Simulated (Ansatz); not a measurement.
# AlH₇OSi₂: up Jacob's ladder to CCSD(T)

How much do the methods differ for AlH₇OSi₂? The plan is to run it at one geometry with functionals of several rungs and with coupled cluster. The yardstick is the atomisation energy at the CCSD(T) limit.

The runs use Ansatz 0.2.0, Gaussian basis; functionals in def2-TZVPP, the program's frozen cores in correlated methods.

Plan: PBE-D4, r2SCAN-D4, PBE0-D4, B3LYP-D4, ωB97X-V, ωB97M-V, B2PLYP; CCSD(T)/def2-TZVPP; MP2/def2-QZVPP; extrapolation to the limit.

**1. The geometry**

The geometry comes from an earlier relaxation with PBE0-D4 in a triple-zeta def2 set; it is a stationary point, not always the lowest conformer.

SMILES `[SiH3][O][AlH][SiH3]`, 11 atoms, charge 0, spin multiplicity 1.

Atoms are counted from 1 here; the program's logs count them from 0.

Bond lengths: Si1–O2 1.625 Å, Si1–H5 1.489 Å, Si1–H6 1.487 Å, Si1–H7 1.487 Å, O2–Al3 1.686 Å, Al3–Si4 2.452 Å, Al3–H8 1.583 Å, Si4–H9 1.490 Å, Si4–H10 1.491 Å, Si4–H11 1.492 Å. Angles: O2–Si1–H5 110.7°, O2–Si1–H6 109.8°, O2–Si1–H7 109.9°, H5–Si1–H6 108.7°, H5–Si1–H7 108.7°, H6–Si1–H7 109.0°, Si1–O2–Al3 164.5°, O2–Al3–Si4 118.0°, O2–Al3–H8 116.8°, Si4–Al3–H8 125.2°, Al3–Si4–H9 112.2°, Al3–Si4–H10 111.5°, Al3–Si4–H11 110.3°, H9–Si4–H10 108.0°, H9–Si4–H11 107.6°, H10–Si4–H11 107.0°.

Geometry (Å):

```xyz
11
AlH7OSi2
Si   -1.5754    1.3250    1.2245
O    -0.5741    0.0502    1.1056
Al    0.5511   -1.0889    0.5768
Si    1.4570   -0.8468   -1.6886
H    -1.4540    2.2040    0.0287
H    -2.9820    0.8539    1.3285
H    -1.2403    2.1195    2.4357
H     0.9251   -2.2473    1.5894
H     1.2657    0.5287   -2.2276
H     2.9139   -1.1610   -1.7318
H     0.7783   -1.7942   -2.6207
```

**2. PBE-D4 (GGA)**

Contents of in.yaml:

```yaml
crystal:
  periodic: [false, false, false]
  atoms:
    - {symbol: Si, position_ang: [-1.575401, 1.325009, 1.224460]}
    - {symbol: O, position_ang: [-0.574139, 0.050168, 1.105621]}
    - {symbol: Al, position_ang: [0.551115, -1.088869, 0.576799]}
    - {symbol: Si, position_ang: [1.457011, -0.846788, -1.688644]}
    - {symbol: H, position_ang: [-1.454030, 2.204037, 0.028699]}
    - {symbol: H, position_ang: [-2.981969, 0.853872, 1.328547]}
    - {symbol: H, position_ang: [-1.240275, 2.119482, 2.435684]}
    - {symbol: H, position_ang: [0.925103, -2.247289, 1.589416]}
    - {symbol: H, position_ang: [1.265727, 0.528736, -2.227570]}
    - {symbol: H, position_ang: [2.913874, -1.161030, -1.731843]}
    - {symbol: H, position_ang: [0.778284, -1.794227, -2.620666]}
basis:
  gaussian: {orbitals: def2-TZVPP}
hamiltonian: {xc: pbe, dispersion: d4}
output: {forces: true, orbitals: {seedname: orbitals}}
```

On the command line:

```sh
> ansatz run in.yaml --threads 4 --pin off --events-out ev --progress --plain --max-ram 10444MiB
```

Further steps of the session: r2SCAN-D4 (meta-GGA); PBE0-D4 (hybrid); B3LYP-D4 (hybrid); ωB97X-V (range-separated); ωB97M-V (range-separated); B2PLYP (double hybrid); CCSD(T) in def2-TZVPP; MP2 in def2-QZVPP.

Before running them: what should the planned runs give, taken together? Wanted: atomisation energy, CCSD(T)/CBS; farthest; mean size of error, hybrid; mean size of error, range-separated; gap, smallest and largest; T1 diagnostic; triples share of the correlation energy.

The runs gave:

| quantity | value |
| --- | --- |
| atomisation energy, CCSD(T)/CBS | 35.434 eV |
| functionals within 0.177 eV (0.5 %) | ωB97X-V, ωB97M-V |
| farthest | PBE0-D4 (-0.883 eV) |
| mean size of error, hybrid | 0.569 eV |
| mean size of error, range-separated | 0.149 eV |
| gap, smallest and largest | 4.06 eV (PBE-D4), 10.12 eV (ωB97X-V) |
| T1 diagnostic | 0.0129 |
| triples share of the correlation energy | 3.1 % |

PBE-D4 misses by -0.742 eV. Double hybrids carry the basis error of their MP2 part in triple zeta, and no dispersion term here, so their miss is partly the set-up's. Misses under about 0.177 eV are within the doubt on the reference itself, which lacks core-valence correlation, relativity and higher excitations. Hartree-Fock recovers 76 % of the binding; the rest is correlation. Orbital gaps span 4.1 to 10.1 eV; exact exchange widens them.
